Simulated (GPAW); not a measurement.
# SiF (Pm-3m) in GPAW: a series of runs

Aim: see how the results for SiF move with the level of theory and the settings. Levels: LDA, PBE, PW91. Tasks: band structure.

Everything below comes from runs of GPAW 26.7.0. Logs are shortened: lines on timing, memory, paths and dates and some standing lists are left out, and cuts for length are marked. The log counts tension as positive stress, the text compression.

### 1 Starting point

The structure is cubic, space group Pm-3m (No. 221). The conventional cell has a = 3.029 Å, b = 3.029 Å, c = 3.029 Å, α = 90.00°, β = 90.00°, γ = 90.00°. Si (site symmetry m-3m) is surrounded by 8 F at 2.62 Å. F (site symmetry m-3m) has 8 Si at 2.62 Å as nearest neighbours.

The cell was built by a generator and needn't be a form met in nature.

### 2 Band structure, LDA

Input file run.py:

```python
from ase.dft.bandgap import bandgap
from ase.io import read, write
from ase.units import Bohr, GPa
from gpaw import GPAW, PW
from gpaw.elf import elf_from_dft_calculation

atoms = read('POSCAR')

calc = GPAW(mode=PW(800),
            xc='LDA',
            kpts={'size': (9, 9, 9), 'gamma': True},
            occupations={'name': 'fermi-dirac', 'width': 0.05},
            nbands=13,
            convergence={'density': 1e-05, 'energy': 1e-05},
            maxiter=150,
            txt='gpaw.txt')
atoms.calc = calc
energy = atoms.get_potential_energy()
forces = atoms.get_forces()
stress = atoms.get_stress()
calc.write('gs.gpw')
write('result.traj', atoms)
print(f'Energy: {energy:.6f} eV')
print('Forces (eV/A):')
print(forces.round(4))
print('Stress (GPa):', (stress / GPa).round(3))
print('Fermi level:', round(calc.get_fermi_level(), 4), 'eV')
print(f'Gap: {bandgap(calc)[0]:.4f} eV, direct: {bandgap(calc, direct=True)[0]:.4f} eV')

# fields on the real-space grid
write('density.cube', atoms, data=calc.get_pseudo_density() * Bohr**3)
write('potential.cube', atoms, data=calc.get_electrostatic_potential())
write('elf.cube', atoms, data=elf_from_dft_calculation(calc).data)

path = atoms.cell.bandpath('GXMGRX,MR', npoints=100, eps=1e-4)
bs_calc = calc.fixed_density(kpts=path, symmetry='off', nbands=21,
                             convergence={'bands': 'CBM+6.0', 'eigenstates': 1e-6}, txt='bands.txt')
bs = bs_calc.band_structure()
bs.write('bs.json')
print(f'Gap on the path: {bandgap(bs_calc)[0]:.4f} eV')
```

Input file POSCAR:

```
SiF
1.0
    3.0286000000      0.0000000000      0.0000000000
    0.0000000000      3.0286000000      0.0000000000
    0.0000000000      0.0000000000      3.0286000000
Si F
1 1
Direct
    0.5000000000      0.5000000000      0.5000000000
    0.0000000000      0.0000000000      0.0000000000
```

Potentials or basis: the program's PAW data sets (release 1.2.1) made for this functional, pw.

On the command line:

```console
$ OMP_NUM_THREADS=1 python run.py
```

gpaw.txt:

```text
__  _  _
 | _ |_)|_||  |
 |__||  | ||/\| - 26.7.0

Input parameters:
  mode=PW(ecut=800.0),
  convergence={'density': 1e-05, 'energy': 1e-05},
  kpts=MonkhorstPack(size=(9, 9, 9), gamma=True),
  maxiter=150,
  nbands=13,
  occupations=Occupations(name='fermi-dirac', width=0.05),
  xc=XC(name='LDA')

Diagonalizing LCAO Hamiltonian
Converting LCAO to pw mode
   .------.
  /|      |
 * |      |
 | | Si   |
 | .------.
 |/      /
 F------*

Atoms  # Å, Bohr magnetons
|   | symbol |        x |        y |        z |    initial magnetic moments |
|---|--------|----------|----------|----------|-----------------------------|
| 0 |     Si | 1.514300 | 1.514300 | 1.514300 | ( 0.0000,  0.0000,  0.0000) |
| 1 |      F | 0.000000 | 0.000000 | 0.000000 | ( 0.0000,  0.0000,  0.0000) |

Unit cell  # Å
| periodic |        x |        y |        z |  lengths |    angles |
|----------|----------|----------|----------|----------|-----------|
|      yes | 3.028600 | 0.000000 | 0.000000 | 3.028600 | 90.000000 |
|      yes | 0.000000 | 3.028600 | 0.000000 | 3.028600 | 90.000000 |
|      yes | 0.000000 | 0.000000 | 3.028600 | 3.028600 | 90.000000 |

Number of symmetries: 48
Symmetry operations  # r_c * U_cc + t_c -> r_c
|    | kind |            matrix            |
|----|------|------------------------------|
|  0 |  E   |  1, 0, 0,  0, 1, 0,  0, 0, 1 |
|  1 |  σ   |  1, 0, 0,  0, 1, 0,  0, 0,-1 |
|  2 |  σ   |  1, 0, 0,  0, 0, 1,  0, 1, 0 |
|  3 |  C4  |  1, 0, 0,  0, 0, 1,  0,-1, 0 |
|  4 |  C4  |  1, 0, 0,  0, 0,-1,  0, 1, 0 |
|  5 |  σ   |  1, 0, 0,  0, 0,-1,  0,-1, 0 |
|  6 |  σ   |  1, 0, 0,  0,-1, 0,  0, 0, 1 |
|  7 |  C2  |  1, 0, 0,  0,-1, 0,  0, 0,-1 |
|  8 |  σ   |  0, 1, 0,  1, 0, 0,  0, 0, 1 |
|  9 |  C2  |  0, 1, 0,  1, 0, 0,  0, 0,-1 |
| 10 |  C3  |  0, 1, 0,  0, 0, 1,  1, 0, 0 |
| 11 |  S6  |  0, 1, 0,  0, 0, 1, -1, 0, 0 |
| 12 |  S6  |  0, 1, 0,  0, 0,-1,  1, 0, 0 |
| 13 |  C3  |  0, 1, 0,  0, 0,-1, -1, 0, 0 |
| 14 |  C4  |  0, 1, 0, -1, 0, 0,  0, 0, 1 |
| 15 |  S4  |  0, 1, 0, -1, 0, 0,  0, 0,-1 |
| 16 |  C3  |  0, 0, 1,  1, 0, 0,  0, 1, 0 |
| 17 |  S6  |  0, 0, 1,  1, 0, 0,  0,-1, 0 |
| 18 |  σ   |  0, 0, 1,  0, 1, 0,  1, 0, 0 |
| 19 |  C4  |  0, 0, 1,  0, 1, 0, -1, 0, 0 |
| 20 |  C2  |  0, 0, 1,  0,-1, 0,  1, 0, 0 |
| 21 |  S4  |  0, 0, 1,  0,-1, 0, -1, 0, 0 |
| 22 |  S6  |  0, 0, 1, -1, 0, 0,  0, 1, 0 |
| 23 |  C3  |  0, 0, 1, -1, 0, 0,  0,-1, 0 |
| 24 |  S6  |  0, 0,-1,  1, 0, 0,  0, 1, 0 |
| 25 |  C3  |  0, 0,-1,  1, 0, 0,  0,-1, 0 |
| 26 |  C4  |  0, 0,-1,  0, 1, 0,  1, 0, 0 |
| 27 |  σ   |  0, 0,-1,  0, 1, 0, -1, 0, 0 |
| 28 |  S4  |  0, 0,-1,  0,-1, 0,  1, 0, 0 |
| 29 |  C2  |  0, 0,-1,  0,-1, 0, -1, 0, 0 |
| 30 |  C3  |  0, 0,-1, -1, 0, 0,  0, 1, 0 |
| 31 |  S6  |  0, 0,-1, -1, 0, 0,  0,-1, 0 |
| 32 |  C4  |  0,-1, 0,  1, 0, 0,  0, 0, 1 |
| 33 |  S4  |  0,-1, 0,  1, 0, 0,  0, 0,-1 |
| 34 |  S6  |  0,-1, 0,  0, 0, 1,  1, 0, 0 |
| 35 |  C3  |  0,-1, 0,  0, 0, 1, -1, 0, 0 |
| 36 |  C3  |  0,-1, 0,  0, 0,-1,  1, 0, 0 |
| 37 |  S6  |  0,-1, 0,  0, 0,-1, -1, 0, 0 |
| 38 |  σ   |  0,-1, 0, -1, 0, 0,  0, 0, 1 |
| 39 |  C2  |  0,-1, 0, -1, 0, 0,  0, 0,-1 |
| 40 |  σ   | -1, 0, 0,  0, 1, 0,  0, 0, 1 |
| 41 |  C2  | -1, 0, 0,  0, 1, 0,  0, 0,-1 |
| 42 |  C2  | -1, 0, 0,  0, 0, 1,  0, 1, 0 |
| 43 |  S4  | -1, 0, 0,  0, 0, 1,  0,-1, 0 |
| 44 |  S4  | -1, 0, 0,  0, 0,-1,  0, 1, 0 |
| 45 |  C2  | -1, 0, 0,  0, 0,-1,  0,-1, 0 |
| 46 |  C2  | -1, 0, 0,  0,-1, 0,  0, 0, 1 |
| 47 |  i   | -1, 0, 0,  0,-1, 0,  0, 0,-1 |

BZ-sampling:
  Number of BZ points: 729
  Number of IBZ points: 35

  Monkhorst-Pack size: [9, 9, 9]
  Monkhorst-Pack shift: [0, 0, 0]

K-points  # in reciprocal-cell coordinates
|     |                                coordinates |     weight |
|-----|--------------------------------------------|------------|
|   0 | (  0.00000000,   0.00000000,   0.00000000) | 0.00137174 |
|   1 | (  0.11111111,   0.00000000,   0.00000000) | 0.00823045 |
|   2 | (  0.11111111,   0.11111111,   0.00000000) | 0.01646091 |
|   3 | (  0.11111111,   0.11111111,   0.11111111) | 0.01097394 |
|   4 | (  0.22222222,   0.00000000,   0.00000000) | 0.00823045 |
|   5 | (  0.22222222,   0.11111111,   0.00000000) | 0.03292181 |
|   6 | (  0.22222222,   0.11111111,   0.11111111) | 0.03292181 |
|   7 | (  0.22222222,   0.22222222,   0.00000000) | 0.01646091 |
|   8 | (  0.22222222,   0.22222222,   0.11111111) | 0.03292181 |
|   9 | (  0.22222222,   0.22222222,   0.22222222) | 0.01097394 |
| ... |                                            |            |
|  34 | (  0.44444444,   0.44444444,   0.44444444) | 0.01097394 |

Plane wave coefficients: 1439
Cutoff: 800.0 eV

Spin-components: 1 (collinear spins)
Bands:           13
Projectors:      10
Spin-degeneracy: 2
Datatype:        complex128

Parallelization:
  kpt:    1
  domain: 1
  band:   1

Density:
  Valence electrons: 11.0
  Components: 1
  Grid points: [20 20 20]
  Charge: 0.0  # |e|

Potential:
  Grid points: [20 20 20]

species:
  Si:
    name:    Silicon
    Z:       14.0
    valence: 4
    core:    10
    charge:  0.0  # [|e|]
    compensation charges:
      type: gauss
      rc: 0.33  # [Å]
      lmax: 2
    cutoffs:
      filter: 1.86  # [Å]
      core: 2.06  # [Å]
    projectors
    | kind |    occ | energy [eV] | rcut [Å] |
    |------|--------|-------------|----------|
    |   3s |  2.000 |     -10.878 |    1.058 |
    |   3p |  2.000 |      -4.162 |    1.058 |
    |    s |        |      16.334 |    1.058 |
    |    p |        |      23.049 |    1.058 |
    |    d |        |       0.000 |    1.058 |

    Using partial waves for Si as LCAO basis

  F:
    name:    Fluorine
    Z:       9.0
    valence: 7
    core:    2
    charge:  0.0  # [|e|]
    compensation charges:
      type: gauss
      rc: 0.20  # [Å]
      lmax: 2
    cutoffs:
      filter: 1.14  # [Å]
      core: 0.74  # [Å]
    projectors
    | kind |    occ | energy [eV] | rcut [Å] |
    |------|--------|-------------|----------|
    |   2s |  2.000 |     -29.647 |    0.635 |
    |   2p |  5.000 |     -11.293 |    0.635 |
    |    s |        |      -2.435 |    0.635 |
    |    p |        |      15.918 |    0.635 |
    |    d |        |       0.000 |    0.635 |

    Using partial waves for F as LCAO basis

Reference energy: -10557.671975  # eV

eigensolver:
  PPCG
  Converge bands: occupied
  niter=2

density mixing:
  MSR1-Mixer
  Pratt-step length: 0.05
  Maximum mixing coefficient: 0.75
  Old densities: 10
  SVD Regularization: 0.005
  Good broyden scale: 1.0
  Trust region scale: 1.0
  Backstep threshold: 4.0
  History deletion threshold: 6.0
  Fourier metric: weight=20.0, sigma=0.015

occupation numbers:
  Fermi-Dirac:
    width: 0.0500  # eV

poisson solver:
  ecut: 6400.0  # eV

xc functional:
  name: None

convergence criteria:
- Maximum integral of absolute [dens]ity change: 1e-05 electrons / valence electron
- Maximum [total energy] change in last 3 cyles: 1e-05 eV / valence electron
- Maximum integral of absolute [eigenst]ate change: 4e-08 eV^2 / valence electron
maximum number of iterations: 150

SCF iterations
|iter     | |      energy | eigst |  dens |
|---------|-|-------------|-------|-------|
|iter:   1| |   -9.602385 | -0.31 |       |
|iter:   2| |   -9.413651 | -2.39 | -1.05 |
|iter:   3| |   -8.997970 | -0.88 | -1.11 |
|iter:   4| |   -8.981080 | -2.22 | -1.65 |
|iter:   5| |   -8.976724 | -3.28 | -1.87 |
|iter:   6| |   -8.976222 | -4.23 | -2.61 |
|iter:   7| |   -8.976269 | -5.34 | -3.00 |
|iter:   8| |   -8.976246c| -6.36 | -3.65 |
|iter:   9| |   -8.976247c| -7.57c| -4.66 |
|iter:  10| |   -8.976247c| -8.58c| -5.17c|

Converged in 10 steps
Energy contributions relative to reference atoms: (reference = -10557.671975)

Energy contributions:
  Kinetic:           5.387359
  Coulomb:          -5.810133
  Zero:              0.072853
  External:          0.000000
  Xc:               -8.617564
  Entropy:          -0.017521
  Spinorbit:         0.000000
  ----------------------------
  Free energy:      -8.985007
  Extrapolated:     -8.976247

dipole moment: (-9.060203, -9.060203, -9.060203)  # |e|*Ang

Fermi level: 5.579
Eigenvalues  # (at kpt = [0.000, 0.000, 0.000])
| band index |      eig [eV] | occ [0-2] |
|------------|---------------|-----------|
|          0 |       -18.245 |     2.000 |
|          1 |        -3.335 |     2.000 |
|          2 |         0.278 |     2.000 |
|          3 |         0.278 |     2.000 |
|          4 |         0.278 |     2.000 |
|          5 |        10.683 |     0.000 |
|          6 |        10.683 |     0.000 |
|          7 |        10.683 |     0.000 |
|          8 |        11.377 |     0.000 |
|          9 |        11.377 |     0.000 |
|         10 |        21.370 |     0.000 |
|         11 |        22.449 |     0.000 |
|         12 |        22.449 |     0.000 |

No gap
No difference between direct/indirect transitions

Forces  # eV/Ang
|        x |        y |        z |
|----------|----------|----------|
|  0.00000 |  0.00000 |  0.00000 |  # Si   0
| -0.00000 | -0.00000 | -0.00000 |  # F    1

Stress tensor  # eV/Ang^3
|        x |        y |        z |
|----------|----------|----------|
| 0.042388 | 0.000000 | 0.000000 |
| 0.000000 | 0.042388 | 0.000000 |
| 0.000000 | 0.000000 | 0.042388 |

# Writing to gs.gpw (mode='')
```

It took 25 s on 1 thread of Arm Neoverse V1, shared host; peak memory 0.24 GiB.

Results:

| Property | Result |
| --- | --- |
| Free energy | -8.9850 eV |
| Pressure | -6.8 GPa |
| Band gap along the path | none (metal or under the smearing width) |

Levels at the corners of the path, in eV from the Fermi level:
```csv
point,band 3,band 4,band 5,band 6,band 7,band 8
Γ,-5.30,-5.30,-5.30,5.10,5.10,5.10
X,-4.97,-4.97,-2.67,-2.56,4.96,4.96
M,-7.26,-5.74,-4.76,0.92,0.92,6.11
Γ,-5.30,-5.30,-5.30,5.10,5.10,5.10
R,-6.17,-6.17,-2.91,-0.92,-0.92,-0.92
X,-4.97,-4.97,-2.67,-2.56,4.96,4.96
M,-7.26,-5.74,-4.76,0.92,0.92,6.11
R,-6.17,-6.17,-2.91,-0.92,-0.92,-0.92
```

Caveat: an odd number of electrons without spin polarisation forces a metal; a magnetic or distorted state may lie lower.

### 3 Band structure, PBE

Edit run.py of step 2 so:

```diff
@@ -2,5 +2,4 @@
 from ase.io import read, write
-from ase.units import Bohr, GPa
+from ase.units import GPa
 from gpaw import GPAW, PW
-from gpaw.elf import elf_from_dft_calculation
 
@@ -9,3 +8,3 @@
 calc = GPAW(mode=PW(800),
-            xc='LDA',
+            xc='PBE',
             kpts={'size': (9, 9, 9), 'gamma': True},
@@ -29,7 +28,2 @@
 
-# fields on the real-space grid
-write('density.cube', atoms, data=calc.get_pseudo_density() * Bohr**3)
-write('potential.cube', atoms, data=calc.get_electrostatic_potential())
-write('elf.cube', atoms, data=elf_from_dft_calculation(calc).data)
-
 path = atoms.cell.bandpath('GXMGRX,MR', npoints=100, eps=1e-4)
```

POSCAR is that of step 2.

Potentials or basis: GPAW PAW data sets (gpaw-data 1.2.1), pw.

On the command line:

```console
$ OMP_NUM_THREADS=1 python run.py
```

Wall time 25 s (1 thread of Arm Neoverse V1, shared host); peak memory 0.24 GiB.

It converged, with:

```
Free energy             : -7.7220 eV
Pressure                : -0.8 GPa
Band gap along the path : none (metal or under the smearing width)
```

Levels at the corners of the path, in eV from the Fermi level:
```tsv
point	band 1	band 2	band 3	band 4	band 5	band 6	band 7	band 8	band 9	band 10
Γ	-24.14	-8.97	-5.22	-5.22	-5.22	5.15	5.15	5.15	5.82	5.82
X	-23.91	-9.79	-4.89	-4.89	-2.65	-2.58	5.02	5.02	7.78	13.32
M	-23.74	-7.18	-7.18	-5.75	-4.69	0.91	0.91	6.20	6.56	11.70
Γ	-24.14	-8.97	-5.22	-5.22	-5.22	5.15	5.15	5.15	5.82	5.82
R	-23.60	-6.07	-6.07	-6.07	-2.90	-0.92	-0.92	-0.92	9.12	9.12
X	-23.91	-9.79	-4.89	-4.89	-2.65	-2.58	5.02	5.02	7.78	13.32
M	-23.74	-7.18	-7.18	-5.75	-4.69	0.91	0.91	6.20	6.56	11.70
R	-23.60	-6.07	-6.07	-6.07	-2.90	-0.92	-0.92	-0.92	9.12	9.12
```

Caveat: an odd number of electrons without spin polarisation forces a metal; a magnetic or distorted state may lie lower.

### 4 Band structure, PW91

Edit run.py of step 3 so:

```diff
@@ -3,3 +3,5 @@
 from ase.units import GPa
-from gpaw import GPAW, PW
+from gpaw import GPAW, PW, setup_paths
+
+setup_paths.insert(0, '.')
 
@@ -8,3 +10,3 @@
 calc = GPAW(mode=PW(800),
-            xc='PBE',
+            xc='GGA_X_PW91+GGA_C_PW91',
             kpts={'size': (9, 9, 9), 'gamma': True},
```

POSCAR is that of step 3.

Potentials or basis: PAW data sets generated in the run's folder for this functional, pw.

On the command line:

```console
$ gpaw-setup -f GGA_X_PW91+GGA_C_PW91 F Si
$ OMP_NUM_THREADS=1 python run.py
```

gpaw.txt:

```text
__  _  _
 | _ |_)|_||  |
 |__||  | ||/\| - 26.7.0

Input parameters:
  mode=PW(ecut=800.0),
  convergence={'density': 1e-05, 'energy': 1e-05},
  kpts=MonkhorstPack(size=(9, 9, 9), gamma=True),
  maxiter=150,
  nbands=13,
  occupations=Occupations(name='fermi-dirac', width=0.05),
  xc=XC(name='GGA_X_PW91+GGA_C_PW91')

Diagonalizing LCAO Hamiltonian
Converting LCAO to pw mode
   .------.
  /|      |
 * |      |
 | | Si   |
 | .------.
 |/      /
 F------*

Atoms  # Å, Bohr magnetons
|   | symbol |        x |        y |        z |    initial magnetic moments |
|---|--------|----------|----------|----------|-----------------------------|
| 0 |     Si | 1.514300 | 1.514300 | 1.514300 | ( 0.0000,  0.0000,  0.0000) |
| 1 |      F | 0.000000 | 0.000000 | 0.000000 | ( 0.0000,  0.0000,  0.0000) |

Unit cell  # Å
| periodic |        x |        y |        z |  lengths |    angles |
|----------|----------|----------|----------|----------|-----------|
[... 201 lines left out ...]
Converged in 10 steps
Energy contributions relative to reference atoms: (reference = -10605.812966)

Energy contributions:
  Kinetic:           7.108307
  Coulomb:          -7.331352
  Zero:              0.083665
  External:          0.000000
  Xc:               -7.622971
  Entropy:          -0.017808
  Spinorbit:         0.000000
  ----------------------------
  Free energy:      -7.780159
  Extrapolated:     -7.771255

dipole moment: (-9.065393, -9.065393, -9.065393)  # |e|*Ang

Fermi level: 5.785
Eigenvalues  # (at kpt = [0.000, 0.000, 0.000])
| band index |      eig [eV] | occ [0-2] |
|------------|---------------|-----------|
|          0 |       -18.338 |     2.000 |
|          1 |        -3.186 |     2.000 |
|          2 |         0.538 |     2.000 |
|          3 |         0.538 |     2.000 |
|          4 |         0.538 |     2.000 |
|          5 |        10.911 |     0.000 |
|          6 |        10.911 |     0.000 |
|          7 |        10.911 |     0.000 |
|          8 |        11.643 |     0.000 |
|          9 |        11.643 |     0.000 |
|         10 |        21.794 |     0.000 |
|         11 |        22.746 |     0.000 |
|         12 |        22.746 |     0.000 |

No gap
No difference between direct/indirect transitions

Forces  # eV/Ang
|        x |       y |        z |
|----------|---------|----------|
|  0.00000 | 0.00000 |  0.00000 |  # Si   0
| -0.00000 | 0.00000 | -0.00000 |  # F    1

Stress tensor  # eV/Ang^3
|        x |        y |        z |
|----------|----------|----------|
| 0.004588 | 0.000000 | 0.000000 |
| 0.000000 | 0.004588 | 0.000000 |
| 0.000000 | 0.000000 | 0.004588 |

# Writing to gs.gpw (mode='')
```

Wall time 27 s (1 thread of Arm Neoverse V1, shared host); peak memory 0.24 GiB.

Results:

| Quantity | Value |
| --- | --- |
| Free energy | -7.7802 eV |
| Pressure | -0.7 GPa |
| Band gap along the path | none (metal or under the smearing width) |

Levels at the corners of the path, in eV from the Fermi level:
```csv
point,band 2,band 3,band 4,band 5,band 6,band 7,band 8,band 9
Γ,-8.97,-5.25,-5.25,-5.25,5.13,5.13,5.13,5.86
X,-9.79,-4.92,-4.92,-2.68,-2.56,5.00,5.00,7.81
M,-7.18,-7.18,-5.77,-4.72,0.90,0.90,6.23,6.52
Γ,-8.97,-5.25,-5.25,-5.25,5.13,5.13,5.13,5.86
R,-6.09,-6.09,-6.09,-2.94,-0.92,-0.92,-0.92,9.15
X,-9.79,-4.92,-4.92,-2.68,-2.56,5.00,5.00,7.81
M,-7.18,-7.18,-5.77,-4.72,0.90,0.90,6.23,6.52
R,-6.09,-6.09,-6.09,-2.94,-0.92,-0.92,-0.92,9.15
```

Caveat: an odd number of electrons without spin polarisation forces a metal; a magnetic or distorted state may lie lower.

### 5 The runs side by side

```csv
level,potentials or basis,pressure (GPa)
LDA,"the program's PAW data sets (release 1.2.1) made for this functional, pw",-6.8
PBE,"GPAW PAW data sets (gpaw-data 1.2.1), pw",-0.8
PW91,"PAW data sets generated in the run's folder for this functional, pw",-0.7
```

Alike in all rows: task band structure; no spin polarisation; cell as given; k mesh 9 × 9 × 9; cutoff (eV) 800; smearing fermi-dirac 0.05 eV.

Caveats: an odd number of electrons without spin polarisation forces a metal; a magnetic or distorted state may lie lower.

Absolute energies hang on the potentials; compare differences alone.
